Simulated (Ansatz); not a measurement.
# GaNH3 (doublet): from Hartree-Fock to the top rungs, cc-pVDZ

One table from this session's results is given with a row withheld; the runs are named, their logs left out.

Computed with Ansatz 0.2.0, Gaussian basis. Level: cc-pVDZ, core rule «outside noble gas», up to 15 orbitals frozen.

The runs, in order: UHF; CCSD(T) on ROHF; CCSD(T) on UHF; BCCD(T) on ROHF; CISD; CCSDT(Q) on ROHF; CCSDT(Q) on UHF.

23 further runs of the same task are left out: 2 for a known fault of the program, 8 that didn't finish, 13 set aside as unsound or not needed.

**The geometry**

The geometry is a PBE0/def2-TZVP stationary point (not a proven minimum). No spin-orbit coupling is included. The filled d shell of Ga may be among the frozen orbitals whatever the setting's name suggests; the logs give the count.

5 atoms, charge 0, spin multiplicity 2.

Atoms are counted from 1 here; the program's logs count them from 0.

Bond lengths: N1–Ga2 1.826 Å, N1–H3 1.008 Å, N1–H4 1.006 Å, Ga2–H5 1.594 Å. Angles: Ga2–N1–H3 123.9°, Ga2–N1–H4 124.2°, H3–N1–H4 111.9°, N1–Ga2–H5 116.9°.

Coordinates:

```xyz
5
GaH3N
N     0.0000   -0.0780    1.4817
Ga    0.0000    0.0383   -0.3401
H     0.0000   -0.9491    1.9891
H     0.0000    0.7158    2.0994
H     0.0000   -1.3342   -1.1510
```

The first run:

File in.yaml:

```yaml
crystal:
  periodic: [false, false, false]
  atoms:
    - {symbol: N, position_ang: [0.000000, -0.077978, 1.481722]}
    - {symbol: Ga, position_ang: [0.000000, 0.038326, -0.340129]}
    - {symbol: H, position_ang: [0.000000, -0.949104, 1.989085]}
    - {symbol: H, position_ang: [0.000000, 0.715757, 2.099370]}
    - {symbol: H, position_ang: [0.000000, -1.334192, -1.151029]}
basis:
  gaussian: {orbitals: cc-pVDZ}
magnetization: {spin_polarized: true, initial_magnetization: 1}
hamiltonian: {xc: hf}
output: {orbitals: {seedname: orbitals}}
```

Run with:

```console
$ ansatz run in.yaml --threads 1 --pin off --events-out ev --progress --plain --max-ram 2393MiB
```

Among the steps run: UHF; CCSD(T) on ROHF; CCSD(T) on UHF; BCCD(T) on ROHF; CISD; CCSDT(Q) on ROHF; CCSDT(Q) on UHF.

One of the session's tables, all rows but one given; the rest of the session is left out.

| method | from UCCSDT(Q) (meV) |
| --- | --- |
| ROHF | +7041.8 |
| UHF | +6999.8 |
| RMP2 | +820.5 |
| UMP2 | +804.9 |
| RCCSD | +219.5 |
| UCCSD | +212.5 |
| RCCSD(T) | +42.4 |
| UCCSD(T) | +36.0 |
| BCCD(T) | +41.9 |
| RCCSDT | +23.7 |
| UCCSDT | +17.5 |
| RCCSDT(Q) | ? |
| UCCSDT(Q) | 0 |

**Question.** Estimate the row for RCCSDT(Q).

**Answer.** from UCCSDT(Q) (meV): +7.8. In the column «from UCCSDT(Q) (meV)» it lies between UCCSDT(Q) (0) and UCCSDT (+17.5).

Not comparable, so not listed: CISD (they don't share determinant, frozen orbitals or solution with the rows shown, or repeat one).

To keep in mind: Restricted and unrestricted rows rest on different reference determinants; where their highest levels disagree by more than a few hundredths of an eV, they describe different states and don't form one ladder.
